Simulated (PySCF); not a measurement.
# C₄H₉FS₂Si: circular dichroism and optical rotation

Wanted: circular dichroism and optical rotation for C₄H₉FS₂Si (`C[C@H]1CS[Si@@](C)(F)S1`).

Programs: PySCF 2.14.0, with routines of our own; each step states its level. All values are computed. Atoms count from 0.

## (1) The starting structure

17 atoms, charge 0, multiplicity 1; geometry from: GFN2-xTB.

## (2) Circular dichroism and optical rotation: TDDFT wB97X-D/def2-SVPD

The job: settings as JSON, then the geometry in Å.

```
{"job": {"kind": "ecd", "xc": "wB97X-D", "basis": "def2-SVPD", "nstates": 16}, "charge": 0, "multiplicity": 1}
C     -2.627054     0.642626    -0.107779
C     -1.242458     0.121201     0.234668
C     -0.965256    -1.205950    -0.442820
S      0.678688    -1.860811     0.005581
Si     1.681194     0.020621    -0.224173
C      2.986830     0.344644     1.094632
F      2.412781     0.080973    -1.666590
S      0.017911     1.364468    -0.295348
H     -2.724395     0.773713    -1.182740
H     -2.792524     1.602565     0.373629
H     -3.384945    -0.059102     0.234046
H     -1.133947     0.016448     1.317487
H     -1.009548    -1.106960    -1.528325
H     -1.688069    -1.955277    -0.120252
H      3.770849    -0.402799     1.031972
H      3.438848     1.319030     0.941270
H      2.574099     0.316640     2.097949
```

Method: TDDFT wB97X-D/def2-SVPD circular dichroism and optical rotation, one conformer, gas phase.

The run is started by

```sh
> OMP_NUM_THREADS=1 python excited_run.py task.json out
```

One launch serves the whole session: the jobs run in the order shown.

The log of the run:

```text
coarse grid: 15888 points
cycle   1  E = -1342.8794061571  dE =  9.909e-01  |g| = 6.064e-01  |ddm| = 5.721e+00
cycle   2  E = -1342.8835176458  dE = -4.111e-03  |g| = 6.832e-01  |ddm| = 1.918e+00
cycle   3  E = -1342.9649615360  dE = -8.144e-02  |g| = 6.403e-02  |ddm| = 8.198e-01
cycle   4  E = -1342.9658226255  dE = -8.611e-04  |g| = 2.690e-02  |ddm| = 1.585e-01
cycle   5  E = -1342.9660164981  dE = -1.939e-04  |g| = 6.609e-03  |ddm| = 6.453e-02
cycle   6  E = -1342.9660293652  dE = -1.287e-05  |g| = 1.982e-03  |ddm| = 2.075e-02
cycle   7  E = -1342.9660309759  dE = -1.611e-06  |g| = 7.521e-04  |ddm| = 6.193e-03
final grid: 140208 points
cycle   8  E = -1343.1142111247  dE = -1.118e-04  |g| = 7.277e-03  |ddm| = 1.528e-01
cycle   9  E = -1343.1142140499  dE = -2.925e-06  |g| = 6.963e-03  |ddm| = 2.539e-02
cycle  10  E = -1343.1142232910  dE = -9.241e-06  |g| = 8.471e-04  |ddm| = 8.227e-03
cycle  11  E = -1343.1142234523  dE = -1.613e-07  |g| = 3.573e-04  |ddm| = 2.220e-03
cycle  12  E = -1343.1142234869  dE = -3.454e-08  |g| = 9.058e-05  |ddm| = 9.525e-04
cycle  13  E = -1343.1142234896  dE = -2.700e-09  |g| = 2.969e-05  |ddm| = 2.436e-04
cycle  14  E = -1343.1142234899  dE = -3.411e-10  |g| = 1.074e-05  |ddm| = 9.864e-05
converged SCF energy = -1343.1142234899

Singlet excitations and rotatory strengths (1e-40 esu^2 cm^2)
state   eV       nm     f(len)   f(vel)    R(len)    R(vel)   main configurations
  1   5.4162   228.9  0.00044  0.00039     2.332     2.196   H->L 0.84
  2   5.7329   216.3  0.00167  0.00138    -5.942    -7.028   H-1->L 0.77
  3   6.7563   183.5  0.01887  0.01846    33.201    32.814   H->L+1 0.61, H-1->L+2 0.14
  4   6.8434   181.2  0.05272  0.05282   -11.302   -11.337   H->L+2 0.51, H-1->L+1 0.19, H-1->L+2 0.08
  5   7.0215   176.6  0.00065  0.00080    -0.218     0.400   H-2->L 0.60, H->L+7 0.10
  6   7.2887   170.1  0.02036  0.02077   -50.288   -49.482   H-1->L+1 0.32, H->L+4 0.12, H-2->L 0.09
  7   7.3999   167.5  0.05741  0.05696   -24.931   -24.098   H->L+3 0.26, H->L+5 0.18, H-2->L 0.12
  8   7.5175   164.9  0.01159  0.01088    14.875    16.939   H->L+3 0.17, H-1->L+8 0.11, H->L+5 0.11
  9   7.6030   163.1  0.00630  0.00598   -11.712   -11.281   H-1->L+2 0.17, H-3->L 0.15, H-1->L+5 0.13
 10   7.6802   161.4  0.03677  0.03843    37.390    37.926   H-1->L+2 0.14, H-3->L 0.14, H->L+4 0.13
 11   7.7649   159.7  0.02316  0.02245     4.972     4.634   H-1->L+10 0.13, H->L+4 0.11, H->L+8 0.11
 12   7.8725   157.5  0.03013  0.02905    32.171    32.342   H-3->L 0.27, H->L+7 0.11, H-1->L+4 0.09
 13   7.8869   157.2  0.04231  0.04308    14.913    17.288   H->L+5 0.21, H->L+8 0.19, H->L+6 0.15
 14   7.9604   155.8  0.01569  0.01512    -4.537    -4.373   H->L+6 0.18, H->L+4 0.16, H->L+3 0.14
 15   8.0395   154.2  0.02444  0.02505   -33.373   -33.392   H-1->L+3 0.26, H-1->L+5 0.16, H->L+8 0.11
 16   8.0957   153.1  0.01658  0.01611     6.489     5.874   H-1->L+8 0.26, H->L+6 0.19, H-1->L+4 0.08

Specific rotation (deg / (dm g/mL))
    nm     length   length(OI)   velocity    alpha(len)  alpha(vel)
  633.0     -11.19     -10.65      11.40      111.235    112.174
  589.3     -12.98     -12.35      13.34      111.665    112.610
  546.0     -15.22     -14.47      15.81      112.206    113.156
  436.0     -24.62     -23.38      26.35      114.455    115.430
  405.0     -29.00     -27.53      31.23      115.487    116.473
  365.0     -36.85     -34.96      39.62      117.293    118.298
  355.0     -39.38     -37.35      42.17      117.860    118.871
```

Run time: 3.2 min. Hardware: 1 thread of Arm Neoverse V1, shared host; peak memory 1.1 GiB.

Orbitals, density, ELF and potential are computed afterwards from the orbital file.

Frontier orbitals at wB97X-D/def2-SVPD, with the share of their density that lies nearest to each atom:

```csv
orbital,energy (eV),lies on
HOMO,-8.93,"S3, S7 about 41 % each"
LUMO,1.26,"S3, S7 about 19 % each; Si4 12 %; C1, C2 about 7 % each"
```

ELF in a plane through or near 6 of the atoms.

Ten even steps from '0' (0.00) to '9' (1.00):
```
0000000000000000000000000000
0000000000012100000000000000
0000000000367620000000000000
0000000002588750000000000000
0000000003799861133100000000
0000000002673274578300000000
0000020002655186598300000000
0001897102683584176000000000
0006999633587446751013200000
0006999766344016861489710000
0002686247311035357899940000
0000144255211137566799830000
0000136773003214534666300000
0000123441004310104862000000
0000011100003310006983000000
0000000000002200005983000000
0000000000000000000110000000
0000000000000000000000000000
0000000000000000000000000000
0000000000000000000000000000
```
The map spans 12.9 Å across and 8.8 Å up, centred on the molecule. Atoms in the plane (x, y in Å): C1 (1.2, -0.3), C2 (1.1, 1.2), S3 (-0.6, 1.7), C5 (-3.1, -0.5), H10 (3.3, -0.4), H14 (-3.9, 0.3).

On the surface of density 0.002 e/bohr³ the electrostatic potential runs, from the 1st to the 99th percentile, from -1.16 V near F6 to 1.16 V near H13.

## (3) Summary of results

| quantity | value |
| --- | --- |
| state of largest rotatory strength (velocity form) among 16 (step 2, TDDFT wB97X-D/def2-SVPD) | 7.29 eV, R = -49.5 (velocity), -50.3 (length) ·10⁻⁴⁰ esu² cm² |
| specific rotation at 633.0 nm (step 2, TDDFT wB97X-D/def2-SVPD) | 11.4 (velocity), -11.2 (length) |
| surface potential, 1st and 99th percentile | -1.16 V and 1.16 V |

What this shows: In step 2 length and velocity forms differ in sign for some values, so those signs are unsure. Rotations belong to one conformer. The length form depends on the origin in a finite basis.
